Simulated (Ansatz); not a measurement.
# In2SbN: the cost of one run

Method: DFT PBE, scalar-relativistic, plane waves, PAW, in Ansatz 0.2.0.

### Step 1. The starting structure

Symmetry: P-4m2, No. 115, tetragonal system. Conventional cell: a = 4.354 Å, b = 4.354 Å, c = 6.134 Å, α = 90.00°, β = 90.00°, γ = 90.00°. In (site symmetry 2mm) has 2 Sb at 2.61 Å and 2 N at 2.72 Å in its first shell of neighbours. Sb (site symmetry -4m2) is surrounded by 4 In at 2.61 Å. N (site symmetry -4m2) has 4 In at 2.72 Å in its first shell of neighbours.

Structure file:

```cif
data_structure
_symmetry_space_group_name_H-M 'P 1'
_symmetry_Int_Tables_number 1
_cell_length_a 4.3540
_cell_length_b 4.3540
_cell_length_c 6.1344
_cell_angle_alpha 90.000
_cell_angle_beta 90.000
_cell_angle_gamma 90.000
_cell_volume 116.29
loop_
_atom_site_label
_atom_site_type_symbol
_atom_site_fract_x
_atom_site_fract_y
_atom_site_fract_z
_atom_site_occupancy
In1 In 0.00000 0.50000 0.23337 1
In2 In 0.50000 0.00000 0.76663 1
Sb1 Sb 0.00000 0.00000 0.00000 1
N1 N 0.50000 0.50000 0.50000 1
```

A structure generator made this guess: species swapped into a database cell of AlInSb2 (P-4m2, No. 115), with Sb on the Al sites, N on the In sites and In on the Sb sites. Lengths come from tabulated atomic sizes and are only a guess.

### Step 2. The guess as it stands, on a coarse mesh

Input file input.yaml:

```yaml
crystal:
  lattice:
    - [4.3539818, 0.0, 0.0]
    - [0.0, 4.3539818, 0.0]
    - [0.0, 0.0, 6.13440852]
  atoms:
    - { symbol: In, position: [0.0, 0.5, 0.23336537] }
    - { symbol: In, position: [0.5, 0.0, 0.76663463] }
    - { symbol: Sb, position: [0.0, 0.0, 0.0] }
    - { symbol: "N", position: [0.5, 0.5, 0.5] }
basis:
  ecutwfc: 420
kpoints:
  mp_grid: { grid: [4, 4, 4] }
hamiltonian:
  xc: pbe
scf:
  occupations: { method: gaussian, width: 0.1 }
  lower_state_search: "off"
output:
  forces: true
  stress: true
  eigenvalues: true
```

Launch:

```console
ansatz run input.yaml --threads 1 --pin off --max-ram 2560MiB --backend cpu --events-out ev --progress --plain --runs-dir out
```

**Question.** How long does this run take on 1 thread of Intel Xeon at 2.50GHz (Skylake/Cascade Lake), shared host, and how much memory does it need?

About 9.6 s, with a peak of 0.37 GiB.
